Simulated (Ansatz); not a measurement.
# Si₃BH₉: basis-set convergence

The task here is to estimate one member of a computed series from the others.

Program: Ansatz 0.2.0, Gaussian basis. Level of theory: one geometry, several basis sets. These are calculated values, not measurements.

Levels to be run: PBE0-D4/def2-SVP; ωB97M-V/def2-SVP; PBE0-D4/def2-QZVPP; ωB97M-V/def2-QZVPP; the functionals' def2-TZVPP values are taken from earlier runs.

### The geometry

The geometry comes from an earlier relaxation with PBE0-D4 in a triple-zeta def2 set; it is a stationary point, not always the lowest conformer.

SMILES `[SiH3]B([SiH3])[SiH3]`, 13 atoms, charge 0, spin multiplicity 1.

Atoms are counted from 1 here; the program's logs count them from 0.

Bond lengths: Si1–B2 1.999 Å, Si1–H5 1.489 Å, Si1–H6 1.488 Å, Si1–H7 1.496 Å, B2–Si3 2.000 Å, B2–Si4 1.999 Å, Si3–H8 1.489 Å, Si3–H9 1.496 Å, Si3–H10 1.488 Å, Si4–H11 1.489 Å, Si4–H12 1.497 Å, Si4–H13 1.489 Å. Angles: B2–Si1–H5 113.4°, B2–Si1–H6 114.9°, B2–Si1–H7 103.6°, H5–Si1–H6 108.7°, H5–Si1–H7 107.7°, H6–Si1–H7 108.1°, Si1–B2–Si3 122.0°, Si1–B2–Si4 119.0°, Si3–B2–Si4 118.9°, B2–Si3–H8 113.5°, B2–Si3–H9 103.6°, B2–Si3–H10 114.9°, H8–Si3–H9 107.7°, H8–Si3–H10 108.7°, H9–Si3–H10 108.1°, B2–Si4–H11 114.5°, B2–Si4–H12 102.7°, B2–Si4–H13 114.5° and more.

Coordinates:

```mol
BH9Si3
  3D, bonds by distance, orders not assigned

 13 12  0  0  0  0  0  0  0  0999 V2000
   -0.8436    1.6445   -0.7881 Si  0  0
   -0.0307    0.0206    0.0481 B   0  0
    1.4001    0.1482    1.4391 Si  0  0
   -0.5874   -1.7860   -0.6027 Si  0  0
   -2.2087    1.4080   -1.3345 H   0  0
   -0.8811    2.8482    0.0865 H   0  0
    0.0636    1.9365   -1.9412 H   0  0
    1.4827   -1.0520    2.3170 H   0  0
    2.6624    0.2128    0.6387 H   0  0
    1.3343    1.3629    2.2967 H   0  0
    0.4536   -2.8408   -0.4596 H   0  0
   -1.7201   -2.1302    0.3133 H   0  0
   -1.1046   -1.8077   -1.9988 H   0  0
  1  2  8  0
  2  3  8  0
  2  4  8  0
  1  5  8  0
  1  6  8  0
  1  7  8  0
  3  8  8  0
  3  9  8  0
  3 10  8  0
  4 11  8  0
  4 12  8  0
  4 13  8  0
M  END
```

Set-up of the first run:

in.yaml

```yaml
crystal:
  periodic: [false, false, false]
  atoms:
    - {symbol: Si, position_ang: [-0.843599, 1.644482, -0.788084]}
    - {symbol: B, position_ang: [-0.030663, 0.020567, 0.048133]}
    - {symbol: Si, position_ang: [1.400090, 0.148190, 1.439087]}
    - {symbol: Si, position_ang: [-0.587445, -1.785958, -0.602675]}
    - {symbol: H, position_ang: [-2.208742, 1.408037, -1.334501]}
    - {symbol: H, position_ang: [-0.881056, 2.848158, 0.086494]}
    - {symbol: H, position_ang: [0.063635, 1.936485, -1.941207]}
    - {symbol: H, position_ang: [1.482678, -1.051965, 2.317046]}
    - {symbol: H, position_ang: [2.662443, 0.212844, 0.638734]}
    - {symbol: H, position_ang: [1.334293, 1.362927, 2.296734]}
    - {symbol: H, position_ang: [0.453572, -2.840820, -0.459565]}
    - {symbol: H, position_ang: [-1.720072, -2.130195, 0.313253]}
    - {symbol: H, position_ang: [-1.104639, -1.807651, -1.998751]}
basis:
  gaussian: {orbitals: def2-SVP}
hamiltonian: {xc: pbe0, dispersion: d4}
output: {orbitals: {seedname: orbitals}}
```

Started as:

```sh
> ansatz run in.yaml --threads 4 --pin off --events-out ev --progress --plain --max-ram 10444MiB
```

Among the steps run: PBE0-D4 in def2-SVP; ωB97M-V in def2-SVP; PBE0-D4 in def2-QZVPP; ωB97M-V in def2-QZVPP.

One table of the session follows, with a row left open; its other results are not shown here.

It belongs to the step «Density functionals: the series». 

```
functional       basis  HOMO (eV)  LUMO (eV)
   PBE0-D4    def2-SVP      -8.03      -3.15
   PBE0-D4  def2-TZVPP      -8.00      -3.15
   PBE0-D4  def2-QZVPP      -7.99      -3.16
   ωB97M-V    def2-SVP     -10.09      -1.13
   ωB97M-V  def2-TZVPP     -10.09      -1.19
   ωB97M-V  def2-QZVPP          ?          ?
```

**Question.** Estimate the row for ωB97M-V, def2-QZVPP.

The run gave: HOMO (eV): -10.09; LUMO (eV): -1.20.
